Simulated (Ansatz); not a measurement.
# CH₆F₂Si₂: basis-set convergence

Aim: see how fast density functionals converge with the basis set for CH₆F₂Si₂.

Method: one geometry, several basis sets; program: Ansatz 0.2.0, Gaussian basis.

The runs, in order: PBE0-D4/def2-SVP; ωB97M-V/def2-SVP; PBE0-D4/def2-QZVPP; ωB97M-V/def2-QZVPP; the functionals' def2-TZVPP values are taken from earlier runs.

### 1 The geometry

An earlier PBE0-D4 in a triple-zeta def2 set relaxation fixed the geometry.

SMILES `F[SiH2]C[SiH2]F`, 11 atoms, charge 0, spin multiplicity 1.

Atoms are counted from 1 here; the program's logs count them from 0.

Bond lengths: F1–Si2 1.602 Å, Si2–C3 1.856 Å, Si2–H6 1.483 Å, Si2–H7 1.483 Å, C3–Si4 1.856 Å, C3–H8 1.097 Å, C3–H9 1.097 Å, Si4–F5 1.602 Å, Si4–H10 1.483 Å, Si4–H11 1.483 Å. Angles: F1–Si2–C3 109.0°, F1–Si2–H6 107.5°, F1–Si2–H7 107.5°, C3–Si2–H6 111.2°, C3–Si2–H7 111.2°, H6–Si2–H7 110.3°, Si2–C3–Si4 116.8°, Si2–C3–H8 108.1°, Si2–C3–H9 108.1°, Si4–C3–H8 108.1°, Si4–C3–H9 108.1°, H8–C3–H9 107.4°, C3–Si4–F5 109.0°, C3–Si4–H10 111.2°, C3–Si4–H11 111.2°, F5–Si4–H10 107.5°, F5–Si4–H11 107.5°, H10–Si4–H11 110.3°.

### 2 PBE0-D4 in def2-SVP

Input file in.yaml:

```yaml
crystal:
  periodic: [false, false, false]
  atoms:
    - {symbol: F, position_ang: [-2.727158, -0.975035, 0.318751]}
    - {symbol: Si, position_ang: [-1.395532, -0.604808, -0.490710]}
    - {symbol: C, position_ang: [-0.130936, 0.055680, 0.696181]}
    - {symbol: Si, position_ang: [1.508677, 0.549411, -0.019395]}
    - {symbol: F, position_ang: [2.449199, 1.092342, 1.157961]}
    - {symbol: H, position_ang: [-1.760355, 0.412072, -1.506802]}
    - {symbol: H, position_ang: [-0.916930, -1.843720, -1.150783]}
    - {symbol: H, position_ang: [0.048212, -0.707901, 1.462470]}
    - {symbol: H, position_ang: [-0.560206, 0.930427, 1.199064]}
    - {symbol: H, position_ang: [1.355212, 1.644734, -1.007513]}
    - {symbol: H, position_ang: [2.195117, -0.610304, -0.638624]}
basis:
  gaussian: {orbitals: def2-SVP}
hamiltonian: {xc: pbe0, dispersion: d4}
output: {orbitals: {seedname: orbitals}}
```

Launch:

```
> ansatz run in.yaml --threads 4 --pin off --events-out ev --progress --plain --max-ram 10444MiB
```

After this run come: ωB97M-V in def2-SVP; PBE0-D4 in def2-QZVPP; ωB97M-V in def2-QZVPP.

Before running them: what should the planned runs give, taken together? Wanted: PBE0-D4: double and triple zeta above quadruple; ωB97M-V: double and triple zeta above quadruple.

The runs gave:

| quantity | value |
| --- | --- |
| PBE0-D4: double and triple zeta above quadruple | 14.92, 0.93 eV |
| ωB97M-V: double and triple zeta above quadruple | 15.09, 0.86 eV |

For PBE0-D4 the step from double to triple zeta gains 13.99 eV and the next only 0.93 eV. These are total energies; as a rule much of such shifts cancels in differences, which this series doesn't test. The LUMO of ωB97M-V is positive and keeps falling with the basis (1.89 to 0.97 eV): an unbound level that the basis holds in place.
